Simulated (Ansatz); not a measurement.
This script for Ansatz's Python interface starts 2 runs on LiMg3, space group Pm-3m. What input does the engine get in each?

`limg3.py`:
```python
"""PAW against all-electron LAPW for LiMg3."""

import ansatz as az
import numpy as np


def count_gap(report):
    # lowest empty less highest filled band, counting bands; zero where they overlap
    return max(report.get("gap_by_band_count_ev") or 0.0, 0.0)

cell = (
    az.Lattice.of((4.411069, 0.0, 0.0), (0.0, 4.411069, 0.0), (0.0, 0.0, 4.411069))
    .atom("Li", (0.0, 0.0, 0.0))
    .atom("Mg", (0.5, 0.5, 0.0))
    .atom("Mg", (0.5, 0.0, 0.5))
    .atom("Mg", (0.0, 0.5, 0.5))
)

calculation = (
    cell.calculation()
    .occupations("fermi_dirac", width=0.1)
    .kpoints(5)
    .functional(az.Functional.PBESOL)
    .stress()
    .forces()
    .band_table()
)
variants = {
    "PAW": calculation.pseudopotentials("paw"),
    "LAPW": calculation.pseudopotentials("all_electron", lapw=True),
}
# totals differ by the cores that each treatment holds, so compare what does not depend on them
rows = []
for label, variant in variants.items():
    report = variant.run().report
    levels = np.array(report["eigenvalues_ev"][0]) - report["fermi_energy_ev"]
    print(label, "levels at the first k-point near E_F:", np.round(levels[np.abs(levels) < 5], 3))
    rows.append((label, report["n_electrons"], np.trace(report["stress_gpa"]) / 3, count_gap(report)))
lines = [",".join(["treatment", "electrons in bands", "P GPa", "gap by band count eV"])] + [",".join(f"{v:.4f}" if isinstance(v, float) else str(v) for v in row) for row in rows]
print("\n".join(lines))
with open("paw_lapw.csv", "w") as handle:
    handle.write("\n".join(lines) + "\n")
```

Run 1:
```yaml
crystal:
  lattice:
    - [4.411069, 0.0, 0.0]
    - [0.0, 4.411069, 0.0]
    - [0.0, 0.0, 4.411069]
  atoms:
    - { symbol: Li, position: [0.0, 0.0, 0.0] }
    - { symbol: Mg, position: [0.5, 0.5, 0.0] }
    - { symbol: Mg, position: [0.5, 0.0, 0.5] }
    - { symbol: Mg, position: [0.0, 0.5, 0.5] }
kpoints:
  mp_grid:
    grid: [5, 5, 5]
hamiltonian:
  xc: pbesol
  pseudopotentials:
    kind: paw
scf:
  occupations:
    method: fermi_dirac
    width: 0.1
output:
  forces: true
  stress: true
  eigenvalues: true
```

Run 2, against run 1:
```diff
-    kind: paw
+    kind: all_electron
+    lapw: {}
```

Running `python limg3.py` prints:
```text
DeckWarning: basis.ecutwfc = 420 eV, auto-derived from the records' recommended cutoffs: set by Li (normal level)
PAW levels at the first k-point near E_F: [0.371 0.371 0.371 1.662 1.662 2.237]
LAPW levels at the first k-point near E_F: [0.37  0.37  0.37  1.663 1.663 2.236]
treatment,electrons in bands,P GPa,gap by band count eV
PAW,33.0000,0.0666,0.0000
LAPW,33.0000,0.0487,0.0000
```
(Warnings from the package without file and line.)

PAW gives 0.067 GPa and LAPW 0.049 GPa, 0.018 GPa apart. They took 0.8 and 2.9 s of processor time.

What to keep in mind:
- The computed bands are complete only to about 2.2 eV above the Fermi level.
- For a metal this k-point mesh is coarse: on a finer one energies can move by several to tens of meV an atom and pressures by half a GPa or more, differences at one mesh by less.
- A gap by band count of zero or less means overlapping bands, a metal, and at an odd count of electrons it is no gap at all.
- This cell is a computed structure, which may not be the phase found in nature.
- Levels are Kohn-Sham eigenvalues on this mesh.
- Pressure is positive in compression; the treatments may keep other shells as core, so totals and counts of electrons can differ.
- By the engine's processor time: 3.7 s on 1 thread of Intel(R) Xeon(R) Processor @ 2.30GHz (shared host), peak memory 0.58 GiB.

(A comment or docstring line of the script was reworded after the run, the code is as it ran.)
